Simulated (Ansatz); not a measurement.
# ZrP3: the cost of one run

Program: Ansatz 0.2.0. Level of theory: reference: DFT r2SCAN, plane waves, PAW, scalar-relativistic, no spin polarisation. These are calculated values, not measurements.

1 further run of the same task is left out (it didn't finish).

**1. The starting structure**

It takes space group I4/mmm (No. 139, tetragonal). Conventional cell: a = 3.976 Å, b = 3.976 Å, c = 8.740 Å, α = 90.00°, β = 90.00°, γ = 90.00°. Around Zr (site symmetry 4/mmm) lie 12 P at 2.81 to 2.95 Å. P (site symmetry 4/mmm) is surrounded by 4 Zr at 2.81 Å. P (site symmetry -4m2) has 8 P at 2.81 to 2.95 Å and 4 Zr at 2.95 Å as nearest neighbours.

Structure file:

```cif
data_structure
_symmetry_space_group_name_H-M 'I4/mmm'
_symmetry_Int_Tables_number 139
_cell_length_a 3.9761
_cell_length_b 3.9761
_cell_length_c 8.7402
_cell_angle_alpha 90.000
_cell_angle_beta 90.000
_cell_angle_gamma 90.000
_cell_volume 138.18
loop_
_atom_site_label
_atom_site_type_symbol
_atom_site_symmetry_multiplicity
_atom_site_Wyckoff_symbol
_atom_site_fract_x
_atom_site_fract_y
_atom_site_fract_z
_atom_site_occupancy
Zr1 Zr 2 a 0.00000 0.00000 0.00000 1
P1 P 2 b 0.50000 0.50000 0.00000 1
P2 P 4 d 0.50000 0.00000 0.75000 1
```

**2. Baseline**

The input, input.yaml:

```yaml
crystal:
  lattice:
    - [0.0, 3.97611, 0.0]
    - [3.97611, 0.0, 0.0]
    - [1.988055, 1.988055, -4.370116]
  atoms:
    - { symbol: Zr, position: [0.0, 0.0, 0.0] }
    - { symbol: P, position: [0.5, 0.5, 0.0] }
    - { symbol: P, position: [0.75, 0.25, 0.5] }
    - { symbol: P, position: [0.25, 0.75, 0.5] }
  symmetry: { tolerance: 0.0003 }
kpoints:
  mp_grid: { grid: [5, 5, 5], shift: [0, 0, 0] }
magnetization:
  spin_polarized: false
scf:
  occupations: { method: gaussian, width: 0.1008 }
hamiltonian:
  pseudopotentials: { kind: paw }
  xc: r2scan
basis:
  ecutwfc: 500
output:
  forces: true
  stress: true
  eigenvalues: true
relax:
  max_steps: 40
  cell: {}
```

Started as:

```
$ ansatz run input.yaml --threads 1 --pin off --max-ram 2560MiB --backend cpu --events-out ev --progress --plain --runs-dir out
```

What time and memory should one allow on 1 thread of an x86-64 CPU, shared host?

About 18 s, with a peak of 0.58 GiB.
